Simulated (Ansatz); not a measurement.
# RbLuSe2: response to strain

Aim: deform RbLuSe2 (zz strain of -1 %) and compute stress, forces and field gradients with LAPW, PAW and all-electron datasets made for the crystal.

Computed with Ansatz 0.2.0 (DFT PBEsol, scalar-relativistic, unless a step's input says otherwise).

## 1. The structure to begin with

Symmetry: R-3m, No. 166, trigonal system. The conventional cell has a = 4.129 Å, b = 4.129 Å, c = 23.614 Å, α = 90.00°, β = 90.00°, γ = 120.00°. Rb (site symmetry -3m) has 6 Se at 3.38 Å in its first shell of neighbours. Around Lu (site symmetry -3m) lie 6 Se at 2.84 Å. Se (site symmetry 3m) is surrounded by 3 Lu at 2.84 Å and 3 Rb at 3.38 Å.

Structure file:

```
CELL_PARAMETERS angstrom
2.06470 1.19206 7.87133
-2.06470 1.19206 7.87133
0.00000 -2.38411 7.87133
ATOMIC_POSITIONS crystal
Rb 0.00000 0.00000 0.00000
Lu 0.50000 0.50000 0.50000
Se 0.23179 0.23179 0.23179
Se 0.76821 0.76821 0.76821
```

Atoms are numbered in the order of the input: Rb1, Lu2, Se3, Se4.

## 2. After the deformation

Space group R-3m before, R-3m after.

## 3. LAPW, all electrons

File input.yaml:

```yaml
crystal:
  lattice:
    - [2.0647010171, 1.192055688, 7.7926167]
    - [-2.0647010171, 1.192055688, 7.7926167]
    - [0.0, -2.384111376, 7.7926167]
  atoms:
    - { symbol: Rb, position: [0.0, 0.0, 0.0] }
    - { symbol: Lu, position: [0.5, 0.5, 0.5] }
    - { symbol: Se, position: [0.23179, 0.23179, 0.23179] }
    - { symbol: Se, position: [0.76821, 0.76821, 0.76821] }
kpoints:
  mp_grid: { grid: [7, 7, 7] }
  band_path:
    path:
      - [0.0, 0.0, 0.0]
      - [0.5, 0.5, 0.5]
      - [0.8177329525, 0.1822670475, 0.5]
      - [0.5, -0.1822670475, 0.1822670475]
      - [0.5, 0.0, 0.0]
      - [0.0, 0.0, 0.0]
      - [0.3411335237, -0.3411335237, 0.0]
      - [0.6588664763, 0.0, 0.3411335237]
      - [0.5, 0.0, 0.5]
    npoints: 5
scf:
  occupations: { method: fermi_dirac, width: 0.03 }
hamiltonian:
  xc: pbesol
  pseudopotentials: { kind: all_electron, lapw: { basis_error: 0.001 } }
output:
  forces: true
  stress: true
  eigenvalues: true
```

Launch:

```bash
$ ansatz run input.yaml --threads 1 --pin off --max-ram 4096MiB --backend cpu --events-out ev --progress --plain --runs-dir out
```

## 4. Frozen-core PAW

File input.yaml:

```yaml
crystal:
  lattice:
    - [2.0647010171, 1.192055688, 7.7926167]
    - [-2.0647010171, 1.192055688, 7.7926167]
    - [0.0, -2.384111376, 7.7926167]
  atoms:
    - { symbol: Rb, position: [0.0, 0.0, 0.0] }
    - { symbol: Lu, position: [0.5, 0.5, 0.5] }
    - { symbol: Se, position: [0.23179, 0.23179, 0.23179] }
    - { symbol: Se, position: [0.76821, 0.76821, 0.76821] }
kpoints:
  mp_grid: { grid: [7, 7, 7] }
scf:
  occupations: { method: fermi_dirac, width: 0.03 }
hamiltonian:
  xc: pbesol
  pseudopotentials: { kind: paw }
output:
  forces: true
  stress: true
  eigenvalues: true
  efg: { contact_densities: true }
```

## 5. Datasets made for this crystal

Edit input.yaml of step 4 so:

```diff
@@ -16,3 +16,3 @@
   xc: pbesol
-  pseudopotentials: { kind: paw }
+  pseudopotentials: { kind: all_electron, datasets: crystal }
 output:
```

(Steps that only read results are left out.)

Before running it: what results should come out? Wanted: pressure; largest shear or deviatoric stress.

As calculated:

| quantity | value |
| --- | --- |
| pressure | LAPW -0.63, PAW -0.64, crystal datasets -0.63 GPa |
| largest shear or deviatoric stress (LAPW) | 0.49 GPa |

The largest part of the stress beyond the pressure is 0.49 GPa in size, in the zz component; the atoms are carried along and not relaxed. No run of the undeformed cell stands beside it, so pressure and stress hold what the given cell had before the change, as far as its symmetry allows. PAW: stress within 0.01 GPa of LAPW, forces within 1 meV/Å. Crystal datasets: stress within 0.01 GPa of LAPW, forces within 1 meV/Å. Spin-orbit coupling is left out, though the cell holds Lu; in elements this heavy it can shift bands and gaps by tenths of an eV.

These are semilocal Kohn-Sham gaps, which aren't the measured quantity. Such gaps usually fall short of the measured ones.
